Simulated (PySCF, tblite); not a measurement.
# C₂H₈BrGeN: geometry, infrared bands and NMR shifts

Wanted: the infrared bands and NMR shifts of C₂H₈BrGeN (`C[CH2][Ge@H]([NH2])[Br]`), by calculation.

Computed with tblite 0.8.0 and PySCF 2.14.0, with density-fitted response routines of our own, on a single molecule in the gas phase. Atoms count from 0, in the outputs and in this text.

## Step 1: The starting structure

13 atoms, charge 0, multiplicity 1; geometry from: force field or distance geometry start.

Bonds of the start (Å): C0–C1 1.49, C1–Ge2 1.94, Ge2–N3 1.84, Ge2–Br4 2.33, C0–H5 1.13, C0–H6 1.10, C0–H7 1.11, C1–H8 1.11, C1–H9 1.11, Ge2–H10 1.56, N3–H11 1.06, N3–H12 1.05.

## Step 2: Relaxing the molecule with GFN2-xTB

The job: settings as JSON, then the geometry in Å.

```
{"job": {"kind": "relax", "xc": "GFN2-xTB", "basis": "xTB"}, "charge": 0, "multiplicity": 1}
C     -1.870800    -0.402300    -0.059000
C     -0.435600    -0.633500    -0.400300
Ge     0.740400     0.831500     0.083000
N      2.509500     0.316500     0.031500
Br     0.271700     1.704200     2.195900
H     -2.253500     0.524300    -0.570000
H     -2.003900    -0.308900     1.024200
H     -2.477800    -1.240000    -0.472300
H     -0.375400    -0.742700    -1.502800
H     -0.112000    -1.543900     0.146000
H      0.547900     1.921800    -1.018600
H      2.894000     0.167900     1.012200
H      2.561100    -0.594200    -0.487600
```

On the command line:

```bash
$ OMP_NUM_THREADS=1 python probes_run.py task.json out
```

The driver reads the jobs from task.json and runs them one after another.

**Question.** This job is followed by: GFN2-xTB harmonic vibrations, gas phase; GIAO PBE0/pcSseg-1 NMR shielding, non-relativistic, gas phase. Predict these results of the whole session: strongest single infrared mode (GFN2-xTB); zero-point energy (GFN2-xTB); 13C shifts against TMS (PBE0/pcSseg-1); 1H shifts against TMS (PBE0/pcSseg-1, means over atoms taken as alike); 73Ge shifts against GeMe4 (PBE0/pcSseg-1); 15N shifts against NH3 (PBE0/pcSseg-1); 79Br shifts against HBr (PBE0/pcSseg-1); surface potential, 1st and 99th percentile.

**Answer**, as computed:

| quantity | value |
| --- | --- |
| strongest single infrared mode (GFN2-xTB) | 1846 cm⁻¹, 347 km/mol |
| zero-point energy (GFN2-xTB) | 60.5 kcal/mol |
| 13C shifts against TMS (PBE0/pcSseg-1) | 25.8, 10.2 ppm |
| 1H shifts against TMS (PBE0/pcSseg-1, means over atoms taken as alike) | 5.79, 1.30, 1.29, 1.23, 0.42 ppm |
| 73Ge shifts against GeMe4 (PBE0/pcSseg-1) | 75 ppm |
| 15N shifts against NH3 (PBE0/pcSseg-1) | 24.5 ppm |
| 79Br shifts against HBr (PBE0/pcSseg-1) | -109 ppm |
| surface potential, 1st and 99th percentile | -1.49 V and 1.60 V |

**Reading.** The optimisation took 101 steps and gained 0.360 eV; among the close pairs (by a distance rule), C1–Ge2 changed most, from 1.940 to 2.008 Å. No mode is imaginary among the 33: a minimum at this level. The strongest single mode, at 1846 cm⁻¹, moves mainly H10. Unscaled tight-binding wavenumbers are off by several per cent, some by more. Its intensities can rank the bands wrongly. At PBE0/pcSseg-1: The largest span, 367 ppm, is at Br4, where the paramagnetic term is -394 ppm. Spin-orbit coupling is left out, which matters for shieldings and couplings at and beside the heavy atoms.
